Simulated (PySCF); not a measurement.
# WO₄ (-2): NMR shieldings, spin-spin couplings, relativistic core levels

Aim: compute the NMR shieldings, spin-spin couplings, relativistic core levels of WO₄ (-2) (`[O]=[W](=[O])([O-])[O-]`).

Computed with PySCF 2.14.0 and routines of our own; the level stands in each step. Atoms count from 0.

## (1) The system as given

5 atoms, charge -2, multiplicity 1; geometry from: GFN2-xTB.

## (2) Geometry optimisation at PBE0-D3(BJ)/def2-SVP

Job settings and geometry (Å):

```
{"job": {"xc": "PBE0", "basis": "def2-SVP", "d3": "d3bj", "grid": 1, "maxiter": 30, "shake": 0.01, "kind": "geom"}, "charge": -2, "multiplicity": 1}
O     -0.419260    -1.442110    -0.980140
W     -0.003860    -0.004230    -0.005410
O     -1.237980     0.242520     1.259780
O      0.104170     1.444790    -1.046320
O      1.590490    -0.274950     0.734200
```

The run is started by

```console
OMP_NUM_THREADS=1 python heavy_run.py task.json out
```

This one command runs all jobs of the session in turn.

The program printed:

```text
step   0  E = -367.56313235  max force = 0.009326
step   1  E = -367.56319692  max force = 0.009822
step   2  E = -367.56355588  max force = 0.003810
step   3  E = -367.56363232  max force = 0.000703
step   4  E = -367.56363720  max force = 0.000336
optimisation converged
```

Run time: 13 s. Hardware: 1 thread of AMD EPYC 9R45, shared host; peak memory 0.37 GiB.

Relaxation path:

```tsv
step	energy from step 0 (eV)	largest force component (eV/Å)
0	0.0000	0.4796
1	-0.0018	0.5051
2	-0.0115	0.1959
3	-0.0136	0.0361
4	-0.0137	0.0173
```

Close pairs (by a distance rule), those that changed most:

```tsv
bond	before (Å)	after (Å)	change (Å)
W1–O4	1.778	1.793	+0.014
W1–O2	1.785	1.792	+0.008
O0–W1	1.786	1.792	+0.006
W1–O3	1.787	1.792	+0.005
```

The end geometry stands in the next job.

```tsv
at the end point	value
point group (found at 0.08 Å tolerance)	Td
rotational constants (GHz, main isotopes)	3.692, 3.690, 3.685
```

## (3) NMR shieldings: PBE0/pcJ-2 W:dyall-v3z (triple-zeta basis), spin–orbit

Job settings and geometry (Å):

```
{"job": {"kind": "hnmr", "xc": "PBE0", "basis": {"default": "pcJ-2", "W": "dyall-v3z"}, "rel": "so"}, "charge": -2, "multiplicity": 1}
O     -0.513798    -1.594211    -1.299966
W     -0.040896    -0.167455    -0.324163
O     -1.250408     0.094991     0.972003
O      0.027350     1.282136    -1.375366
O      1.570706    -0.451701     0.407436
```

Level: PBE0/pcJ-2 W:dyall-v3z GIAO NMR shielding, X2C with spin-orbit coupling, screened-nuclear two-electron part, Gaussian nuclei, gas phase.

The program printed:

```text
spin-free SCF
coarse grid: 29656 points
cycle   1  E = -16442.8353809368  dE =  5.182e-01  |g| = 3.690e+00  |ddm| = 2.078e+00
cycle   2  E = -16426.6598160331  dE =  1.618e+01  |g| = 1.047e+01  |ddm| = 1.458e+01
cycle   3  E = -16444.6293899391  dE = -1.797e+01  |g| = 3.047e-01  |ddm| = 1.414e+01
cycle   4  E = -16444.6365468060  dE = -7.157e-03  |g| = 2.580e-01  |ddm| = 7.964e-01
cycle   5  E = -16444.6514207898  dE = -1.487e-02  |g| = 6.150e-02  |ddm| = 2.874e-01
cycle   6  E = -16444.6517617488  dE = -3.410e-04  |g| = 3.625e-02  |ddm| = 4.515e-02
cycle   7  E = -16444.6519603418  dE = -1.986e-04  |g| = 6.662e-03  |ddm| = 1.422e-02
cycle   8  E = -16444.6519497955  dE =  1.055e-05  |g| = 1.007e-02  |ddm| = 6.667e-03
cycle   9  E = -16444.6519678756  dE = -1.808e-05  |g| = 1.202e-03  |ddm| = 4.371e-03
cycle  10  E = -16444.6519681057  dE = -2.301e-07  |g| = 9.009e-05  |ddm| = 5.155e-04
final grid: 60424 points
cycle  11  E = -16444.6512138987  dE = -8.187e-04  |g| = 9.579e-02  |ddm| = 3.110e-03
cycle  12  E = -16444.6512138894  dE =  9.291e-09  |g| = 7.667e-04  |ddm| = 2.136e-04
cycle  13  E = -16444.6512138060  dE =  8.340e-08  |g| = 1.262e-03  |ddm| = 4.472e-04
cycle  14  E = -16444.6512139005  dE = -9.442e-08  |g| = 1.971e-04  |ddm| = 3.853e-04
cycle  15  E = -16444.6512139074  dE = -6.916e-09  |g| = 1.116e-05  |ddm| = 8.366e-05
converged SCF energy = -16444.6512139074
two-component SCF
cycle   1  E = -16437.3444304525  dE = -1.644e+04  |FDS-SDF| = 4.297e+02
cycle   2  E = -16456.6143844566  dE = -1.927e+01  |FDS-SDF| = 1.366e+00
cycle   3  E = -16456.6179479874  dE = -3.564e-03  |FDS-SDF| = 1.113e-01
cycle   4  E = -16456.6176152864  dE =  3.327e-04  |FDS-SDF| = 1.465e-01
cycle   5  E = -16456.6182181901  dE = -6.029e-04  |FDS-SDF| = 2.224e-02
cycle   6  E = -16456.6182525037  dE = -3.431e-05  |FDS-SDF| = 1.017e-02
cycle   7  E = -16456.6182710888  dE = -1.859e-05  |FDS-SDF| = 1.455e-03
cycle   8  E = -16456.6182725585  dE = -1.470e-06  |FDS-SDF| = 6.398e-04
cycle   9  E = -16456.6182726713  dE = -1.128e-07  |FDS-SDF| = 1.710e-04
cycle  10  E = -16456.6182726826  dE = -1.133e-08  |FDS-SDF| = 2.959e-05
converged, E = -16456.6182726826

Field gradients (au) and densities at the nuclei (bohr^-3)
atom        Vxx        Vyy        Vzz        centre      nuclear mean
  0 O     -0.0443    -0.0461     0.0904        313.389        313.373
  1 W     -0.0123    -0.0199     0.0321    1433504.269    1325657.068
  2 O     -0.0448    -0.0468     0.0916        313.389        313.374
  3 O     -0.0445    -0.0461     0.0906        313.389        313.373
  4 O     -0.0441    -0.0467     0.0908        313.389        313.373
without picture change
  1 W                            0.0368                   3650651.986

Core orbital energies (eV)
atom   shell        mean    spread
  1 W  1s       -69392.751   0.000
  1 W  2s       -12002.730   0.000
  1 W  3s        -2773.002   0.000
  1 W  4s         -572.760   0.000
  1 W  5s          -73.273   0.000
  1 W  2p1/2    -11472.013   0.000
  1 W  2p3/2    -10122.747   0.000
  1 W  3p1/2     -2537.005   0.000
  1 W  3p3/2     -2243.474   0.000
  1 W  4p1/2      -474.526   0.000
  1 W  4p3/2      -406.226   0.000
  1 W  5p1/2       -43.544   0.000
  1 W  5p3/2       -33.694   0.001
  1 W  3d3/2     -1847.499   0.000
  1 W  3d5/2     -1783.925   0.001
  1 W  4d3/2      -244.796   0.000
  1 W  4d5/2      -232.053   0.007
  1 W  4f5/2       -28.745   0.003
  1 W  4f7/2       -26.472   0.011

Shielding tensors (ppm)
atom      isotropic    diamagn.    paramagn.     s11        s22        s33       span
  0 O      -133.12      412.71     -545.82    -245.56    -244.34      90.56     336.11
  1 W      4498.20     7740.14    -3241.93    4492.36    4498.74    4503.51      11.15
  2 O      -133.12      413.06     -546.18    -245.49    -244.34      90.47     335.95
  3 O      -133.17      412.89     -546.05    -245.46    -244.57      90.53     335.99
  4 O      -133.00      413.00     -546.00    -245.68    -243.92      90.61     336.29
```

It took 7.2 min on 1 thread of AMD EPYC 9R45, shared host; peak memory 2.5 GiB.

In short:

```tsv
quantity	value
energy from spin-orbit coupling	-11.9671 Eh
```

## (4) Spin-spin couplings: PBE0/pcJ-2 W:dyall-v3z (triple-zeta basis), spin–orbit

Job settings and geometry (Å):

```
{"job": {"kind": "hj", "xc": "PBE0", "basis": {"default": "pcJ-2", "W": "dyall-v3z"}, "rel": "so", "atoms": [1]}, "charge": -2, "multiplicity": 1}
O     -0.513798    -1.594211    -1.299966
W     -0.040896    -0.167455    -0.324163
O     -1.250408     0.094991     0.972003
O      0.027350     1.282136    -1.375366
O      1.570706    -0.451701     0.407436
```

Level: PBE0/pcJ-2 W:dyall-v3z indirect spin-spin coupling, X2C with spin-orbit coupling, screened-nuclear two-electron part, Gaussian nuclei, gas phase.

The program printed:

```text
spin-free SCF
coarse grid: 29656 points
cycle   1  E = -16442.8353809368  dE =  5.182e-01  |g| = 3.690e+00  |ddm| = 2.078e+00
cycle   2  E = -16426.6598160331  dE =  1.618e+01  |g| = 1.047e+01  |ddm| = 1.458e+01
cycle   3  E = -16444.6293899391  dE = -1.797e+01  |g| = 3.047e-01  |ddm| = 1.414e+01
cycle   4  E = -16444.6365468060  dE = -7.157e-03  |g| = 2.580e-01  |ddm| = 7.964e-01
cycle   5  E = -16444.6514207898  dE = -1.487e-02  |g| = 6.150e-02  |ddm| = 2.874e-01
cycle   6  E = -16444.6517617488  dE = -3.410e-04  |g| = 3.625e-02  |ddm| = 4.515e-02
cycle   7  E = -16444.6519603418  dE = -1.986e-04  |g| = 6.662e-03  |ddm| = 1.422e-02
cycle   8  E = -16444.6519497955  dE =  1.055e-05  |g| = 1.007e-02  |ddm| = 6.667e-03
cycle   9  E = -16444.6519678756  dE = -1.808e-05  |g| = 1.202e-03  |ddm| = 4.371e-03
cycle  10  E = -16444.6519681057  dE = -2.301e-07  |g| = 9.009e-05  |ddm| = 5.155e-04
final grid: 60424 points
cycle  11  E = -16444.6512138987  dE = -8.187e-04  |g| = 9.579e-02  |ddm| = 3.110e-03
cycle  12  E = -16444.6512138894  dE =  9.291e-09  |g| = 7.667e-04  |ddm| = 2.136e-04
cycle  13  E = -16444.6512138060  dE =  8.340e-08  |g| = 1.262e-03  |ddm| = 4.472e-04
cycle  14  E = -16444.6512139005  dE = -9.442e-08  |g| = 1.971e-04  |ddm| = 3.853e-04
cycle  15  E = -16444.6512139074  dE = -6.916e-09  |g| = 1.116e-05  |ddm| = 8.366e-05
converged SCF energy = -16444.6512139074
two-component SCF
cycle   1  E = -16437.3444304525  dE = -1.644e+04  |FDS-SDF| = 4.297e+02
cycle   2  E = -16456.6143844566  dE = -1.927e+01  |FDS-SDF| = 1.366e+00
cycle   3  E = -16456.6179479874  dE = -3.564e-03  |FDS-SDF| = 1.113e-01
cycle   4  E = -16456.6176152864  dE =  3.327e-04  |FDS-SDF| = 1.465e-01
cycle   5  E = -16456.6182181901  dE = -6.029e-04  |FDS-SDF| = 2.224e-02
cycle   6  E = -16456.6182525037  dE = -3.431e-05  |FDS-SDF| = 1.017e-02
cycle   7  E = -16456.6182710888  dE = -1.859e-05  |FDS-SDF| = 1.455e-03
cycle   8  E = -16456.6182725585  dE = -1.470e-06  |FDS-SDF| = 6.398e-04
cycle   9  E = -16456.6182726713  dE = -1.128e-07  |FDS-SDF| = 1.710e-04
cycle  10  E = -16456.6182726826  dE = -1.133e-08  |FDS-SDF| = 2.959e-05
converged, E = -16456.6182726826

Indirect spin-spin couplings
  i        j     bonds      J/Hz   K/1e19 T2/J   anisotropy/Hz
  1 183W    0  17O    1      -39.01      567.83      -167.0
  1 183W    2  17O    1      -39.00      567.64      -167.1
  1 183W    3  17O    1      -39.07      568.70      -167.0
  1 183W    4  17O    1      -38.83      565.19      -167.0
```

Wall time 4.3 min (1 thread of AMD EPYC 9R45, shared host); peak memory 2 GiB.

In short:

```tsv
quantity	value
energy from spin-orbit coupling	-11.9671 Eh
```

## (5) Relativistic core levels: PBE0/pcJ-2 W:dyall-v3z (triple-zeta basis), spin–orbit

Job settings and geometry (Å):

```
{"job": {"kind": "hxps", "xc": "PBE0", "basis": {"default": "pcJ-2", "W": "dyall-v3z"}, "rel": "so", "holes": [[1, "4f"], [1, "4d"]]}, "charge": -2, "multiplicity": 1}
O     -0.513798    -1.594211    -1.299966
W     -0.040896    -0.167455    -0.324163
O     -1.250408     0.094991     0.972003
O      0.027350     1.282136    -1.375366
O      1.570706    -0.451701     0.407436
```

Method: PBE0/pcJ-2 W:dyall-v3z core ionisation, delta-SCF with one localised hole, X2C with spin-orbit coupling, screened-nuclear two-electron part, Gaussian nuclei, gas phase.

The program printed:

```text
spin-free SCF
coarse grid: 29656 points
cycle   1  E = -16442.8353809368  dE =  5.182e-01  |g| = 3.690e+00  |ddm| = 2.078e+00
cycle   2  E = -16426.6598160331  dE =  1.618e+01  |g| = 1.047e+01  |ddm| = 1.458e+01
cycle   3  E = -16444.6293899391  dE = -1.797e+01  |g| = 3.047e-01  |ddm| = 1.414e+01
cycle   4  E = -16444.6365468060  dE = -7.157e-03  |g| = 2.580e-01  |ddm| = 7.964e-01
cycle   5  E = -16444.6514207898  dE = -1.487e-02  |g| = 6.150e-02  |ddm| = 2.874e-01
cycle   6  E = -16444.6517617488  dE = -3.410e-04  |g| = 3.625e-02  |ddm| = 4.515e-02
cycle   7  E = -16444.6519603418  dE = -1.986e-04  |g| = 6.662e-03  |ddm| = 1.422e-02
cycle   8  E = -16444.6519497955  dE =  1.055e-05  |g| = 1.007e-02  |ddm| = 6.667e-03
cycle   9  E = -16444.6519678756  dE = -1.808e-05  |g| = 1.202e-03  |ddm| = 4.371e-03
cycle  10  E = -16444.6519681057  dE = -2.301e-07  |g| = 9.009e-05  |ddm| = 5.155e-04
final grid: 60424 points
cycle  11  E = -16444.6512138987  dE = -8.187e-04  |g| = 9.579e-02  |ddm| = 3.110e-03
cycle  12  E = -16444.6512138894  dE =  9.291e-09  |g| = 7.667e-04  |ddm| = 2.136e-04
cycle  13  E = -16444.6512138060  dE =  8.340e-08  |g| = 1.262e-03  |ddm| = 4.472e-04
cycle  14  E = -16444.6512139005  dE = -9.442e-08  |g| = 1.971e-04  |ddm| = 3.853e-04
cycle  15  E = -16444.6512139074  dE = -6.916e-09  |g| = 1.116e-05  |ddm| = 8.366e-05
converged SCF energy = -16444.6512139074
two-component SCF
cycle   1  E = -16437.3444304525  dE = -1.644e+04  |FDS-SDF| = 4.297e+02
cycle   2  E = -16456.6143844566  dE = -1.927e+01  |FDS-SDF| = 1.366e+00
cycle   3  E = -16456.6179479874  dE = -3.564e-03  |FDS-SDF| = 1.113e-01
cycle   4  E = -16456.6176152864  dE =  3.327e-04  |FDS-SDF| = 1.465e-01
cycle   5  E = -16456.6182181901  dE = -6.029e-04  |FDS-SDF| = 2.224e-02
cycle   6  E = -16456.6182525037  dE = -3.431e-05  |FDS-SDF| = 1.017e-02
cycle   7  E = -16456.6182710888  dE = -1.859e-05  |FDS-SDF| = 1.455e-03
cycle   8  E = -16456.6182725585  dE = -1.470e-06  |FDS-SDF| = 6.398e-04
cycle   9  E = -16456.6182726713  dE = -1.128e-07  |FDS-SDF| = 1.710e-04
cycle  10  E = -16456.6182726826  dE = -1.133e-08  |FDS-SDF| = 2.959e-05
converged, E = -16456.6182726826

Field gradients (au) and densities at the nuclei (bohr^-3)
atom        Vxx        Vyy        Vzz        centre      nuclear mean
  0 O     -0.0443    -0.0461     0.0904        313.389        313.373
  1 W     -0.0123    -0.0199     0.0321    1433504.269    1325657.068
  2 O     -0.0448    -0.0468     0.0916        313.389        313.374
  3 O     -0.0445    -0.0461     0.0906        313.389        313.373
  4 O     -0.0441    -0.0467     0.0908        313.389        313.373
without picture change
  1 W                            0.0368                   3650651.986

Core orbital energies (eV)
atom   shell        mean    spread
  1 W  1s       -69392.751   0.000
  1 W  2s       -12002.730   0.000
  1 W  3s        -2773.002   0.000
  1 W  4s         -572.760   0.000
  1 W  5s          -73.273   0.000
  1 W  2p1/2    -11472.013   0.000
  1 W  2p3/2    -10122.747   0.000
  1 W  3p1/2     -2537.005   0.000
  1 W  3p3/2     -2243.474   0.000
  1 W  4p1/2      -474.526   0.000
  1 W  4p3/2      -406.226   0.000
  1 W  5p1/2       -43.544   0.000
  1 W  5p3/2       -33.694   0.001
  1 W  3d3/2     -1847.499   0.000
  1 W  3d5/2     -1783.925   0.001
  1 W  4d3/2      -244.796   0.000
  1 W  4d5/2      -232.053   0.007
  1 W  4f5/2       -28.745   0.003
  1 W  4f7/2       -26.472   0.011

hole in 4f7/2 of atom 1
cycle   1  E = -16455.0698449648  dE = -1.646e+04  |FDS-SDF| = 2.838e+00
cycle   2  E = -16453.3858555233  dE =  1.684e+00  |FDS-SDF| = 5.776e+00
cycle   3  E = -16455.6934039346  dE = -2.308e+00  |FDS-SDF| = 1.731e+00
cycle   4  E = -16455.5296423061  dE =  1.638e-01  |FDS-SDF| = 5.064e-01
cycle   5  E = -16455.5044223710  dE =  2.522e-02  |FDS-SDF| = 5.228e-01
cycle   6  E = -16455.5102936012  dE = -5.871e-03  |FDS-SDF| = 3.213e-01
cycle   7  E = -16455.5234197456  dE = -1.313e-02  |FDS-SDF| = 1.024e-01
cycle   8  E = -16455.5249131915  dE = -1.493e-03  |FDS-SDF| = 1.113e-01
cycle   9  E = -16455.5228386935  dE =  2.074e-03  |FDS-SDF| = 8.994e-02
cycle  10  E = -16455.5172843900  dE =  5.554e-03  |FDS-SDF| = 6.405e-02
cycle  11  E = -16455.5171972486  dE =  8.714e-05  |FDS-SDF| = 3.135e-02
...
cycle  34  E = -16455.5165773463  dE =  2.031e-07  |FDS-SDF| = 5.666e-04
cycle  35  E = -16455.5165772564  dE =  8.999e-08  |FDS-SDF| = 4.466e-04
cycle  36  E = -16455.5165775228  dE = -2.665e-07  |FDS-SDF| = 7.117e-04
cycle  37  E = -16455.5165773054  dE =  2.174e-07  |FDS-SDF| = 4.647e-04
cycle  38  E = -16455.5165772928  dE =  1.254e-08  |FDS-SDF| = 4.470e-04
cycle  39  E = -16455.5165772962  dE = -3.402e-09  |FDS-SDF| = 4.420e-04
cycle  40  E = -16455.5165773635  dE = -6.727e-08  |FDS-SDF| = 5.254e-04
cycle  41  E = -16455.5165772085  dE =  1.550e-07  |FDS-SDF| = 2.727e-04
cycle  42  E = -16455.5165772407  dE = -3.218e-08  |FDS-SDF| = 3.262e-04
cycle  43  E = -16455.5165772035  dE =  3.712e-08  |FDS-SDF| = 2.365e-04
converged, E = -16455.5165772035
hole in 4d5/2 of atom 1
cycle   1  E = -16447.4359176241  dE = -1.645e+04  |FDS-SDF| = 3.303e+00
cycle   2  E = -16445.4948194425  dE =  1.941e+00  |FDS-SDF| = 6.506e+00
cycle   3  E = -16447.8181659977  dE = -2.323e+00  |FDS-SDF| = 9.142e-01
cycle   4  E = -16447.9301726531  dE = -1.120e-01  |FDS-SDF| = 3.947e-01
cycle   5  E = -16447.9519752256  dE = -2.180e-02  |FDS-SDF| = 1.344e-02
cycle   6  E = -16447.9519988859  dE = -2.366e-05  |FDS-SDF| = 4.180e-03
cycle   7  E = -16447.9520000767  dE = -1.191e-06  |FDS-SDF| = 5.486e-03
cycle   8  E = -16447.9520063334  dE = -6.257e-06  |FDS-SDF| = 9.349e-04
cycle   9  E = -16447.9520072046  dE = -8.712e-07  |FDS-SDF| = 4.235e-04
cycle  10  E = -16447.9520073240  dE = -1.194e-07  |FDS-SDF| = 1.901e-04
cycle  11  E = -16447.9520073704  dE = -4.645e-08  |FDS-SDF| = 9.813e-05
converged, E = -16447.9520073704

Core binding energies (eV)
atom   line    delta-SCF   -orbital   splitting
  1 W  4f7/2       29.98      26.47     2.273
  1 W  4d5/2      235.82     232.05    12.743
```

It took 9.8 min on 1 thread of AMD EPYC 9R45, shared host; peak memory 2.4 GiB.

From this job:

```tsv
quantity	value
energy from spin-orbit coupling	-11.9671 Eh
```

## (6) Outcome

```
                                                                                        quantity                                                      value
                                                                                     point group                                                         Td
                                                            rotational constants (main isotopes)                                       3.69, 3.69, 3.68 GHz
energy from spin-orbit coupling (step 3, PBE0/pcJ-2 W:dyall-v3z (triple-zeta basis), spin–orbit)                                                -11.9671 Eh
                     shieldings (step 3, PBE0/pcJ-2 W:dyall-v3z (triple-zeta basis), spin–orbit)  O0 -133.1, W1 4498.2, O2 -133.1, O3 -133.2, O4 -133.0 ppm
energy from spin-orbit coupling (step 4, PBE0/pcJ-2 W:dyall-v3z (triple-zeta basis), spin–orbit)                                                -11.9671 Eh
       largest reduced coupling (step 4, PBE0/pcJ-2 W:dyall-v3z (triple-zeta basis), spin–orbit)                     W1–O3: J = -39.1 Hz, K = 569·10¹⁹ T²/J
        W1 4f7/2 binding energy (step 5, PBE0/pcJ-2 W:dyall-v3z (triple-zeta basis), spin–orbit)                                     30.0 eV, 4f5/2 32.3 eV
        W1 4d5/2 binding energy (step 5, PBE0/pcJ-2 W:dyall-v3z (triple-zeta basis), spin–orbit)                                   235.8 eV, 4d3/2 248.6 eV
energy from spin-orbit coupling (step 5, PBE0/pcJ-2 W:dyall-v3z (triple-zeta basis), spin–orbit)                                                -11.9671 Eh
```

In words: Over 4 steps the energy fell by 0.014 eV; of the close pairs, W1–O4 changed most, 1.778 to 1.793 Å. In steps 3, 4, 5 the highest level lies above zero, so the outer electrons are held by the basis.
